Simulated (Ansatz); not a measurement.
# C2H4BClS: the cost of one run

Program: Ansatz 0.2.0, Gaussian basis. Level of theory: the settings change from run to run. These are calculated values, not measurements.

### Step 1. The geometry

An earlier PBE0-D4 in a triple-zeta def2 set relaxation fixed the geometry.

SMILES `SB1CC1Cl`, 9 atoms, charge 0, spin multiplicity 1.

Atoms are counted from 1 here; the program's logs count them from 0.

Bond lengths: S1–B2 1.744 Å, S1–H6 1.347 Å, B2–C3 1.528 Å, B2–C4 1.530 Å, C3–C4 1.531 Å, C3–H7 1.087 Å, C3–H8 1.086 Å, C4–Cl5 1.761 Å, C4–H9 1.084 Å. Angles: B2–S1–H6 98.1°, S1–B2–C3 148.0°, S1–B2–C4 151.2°, C3–B2–C4 60.1°, B2–C3–C4 60.0°, B2–C3–H7 117.4°, B2–C3–H8 122.8°, C4–C3–H7 117.7°, C4–C3–H8 115.5°, H7–C3–H8 113.2°, B2–C4–C3 59.9°, B2–C4–Cl5 119.6°, B2–C4–H9 121.8°, C3–C4–Cl5 119.2°, C3–C4–H9 116.1°, Cl5–C4–H9 111.3°.

### Step 2. wB97X/cc-pVTZ

Options: a point charge of -1.00 e beside it, the search for lower states set to light.

in.yaml

```yaml
crystal:
  periodic: [false, false, false]
  atoms:
    - {symbol: S, position_ang: [-1.080039, 0.453897, 2.081998]}
    - {symbol: B, position_ang: [-0.251010, -0.028037, 0.625491]}
    - {symbol: C, position_ang: [1.014646, -0.590241, -0.018955]}
    - {symbol: C, position_ang: [-0.103692, -0.023781, -0.897155]}
    - {symbol: Cl, position_ang: [0.155366, 1.498802, -1.742253]}
    - {symbol: H, position_ang: [-2.146134, 1.042029, 1.506453]}
    - {symbol: H, position_ang: [1.926514, -0.005747, 0.076388]}
    - {symbol: H, position_ang: [1.197817, -1.655203, -0.125022]}
    - {symbol: H, position_ang: [-0.624965, -0.738020, -1.524045]}
basis:
  gaussian: {orbitals: cc-pVTZ, point_charges: [{charge: -1.00, position_ang: [5.286, 0.619, -0.585]}]}
hamiltonian: {xc: {name: wB97X}}
scf: {lower_state_search: light}
output: {forces: true}
```

Started as:

```
$ ansatz run in.yaml --threads 4 --pin off --events-out ev --progress --plain --max-ram 10444MiB
```

Q: Estimate wall time and peak memory on 4 threads of Arm Neoverse V2, shared host.

About 8.5 s, with a peak of 0.71 GiB.
